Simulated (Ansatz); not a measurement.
# HfCl+ (quintet): from Hartree-Fock to the top rungs, def2-QZVPP

One table from this session's results is given with a row withheld; the runs are named, their logs left out.

Program: Ansatz 0.2.0, Gaussian basis. Level of theory: def2-QZVPP, core rule «outside noble gas», up to 9 orbitals frozen. These are calculated values, not measurements.

To be run: UHF; ROHF; CCSD(T) on UHF.

## The geometry

The geometry is a PBE0/def2-TZVP stationary point (not a proven minimum) of the parent state, kept for this charge and spin. No spin-orbit coupling is included. Elements past krypton take def2 core potentials.

2 atoms, charge 1, spin multiplicity 5.

Atoms are counted from 1 here; the program's logs count them from 0.

Bond lengths: Hf1–Cl2 3.106 Å.

Set-up of the first run:

File in.yaml:

```yaml
crystal:
  periodic: [false, false, false]
  atoms:
    - {symbol: Hf, position_ang: [0.000000, 0.000000, 0.000000]}
    - {symbol: Cl, position_ang: [0.000000, 0.000000, 3.105600]}
basis:
  gaussian: {orbitals: "def2-QZVPP.json"}
total_charge: 1
magnetization: {spin_polarized: true, initial_magnetization: 4}
hamiltonian: {xc: hf}
output: {orbitals: {seedname: orbitals}}
```

The run is started by

```
$ ansatz run in.yaml --threads 1 --pin off --events-out ev --progress --plain --max-ram 4096MiB --backend cpu
```

Among the steps run: UHF; ROHF; CCSD(T) on UHF.

One table of the session follows, with a row left open; its other results are not shown here.

```
  method  from UCCSD(T) (kcal/mol)
    ROHF                         ?
     UHF                   +143.32
    UMP2                    +21.71
   UCCSD                     +5.17
UCCSD(T)                         0
```

Q: Estimate the row for ROHF from the others.

The run gave: from UCCSD(T) (kcal/mol): +150.30. In the column «from UCCSD(T) (kcal/mol)» it is the highest.
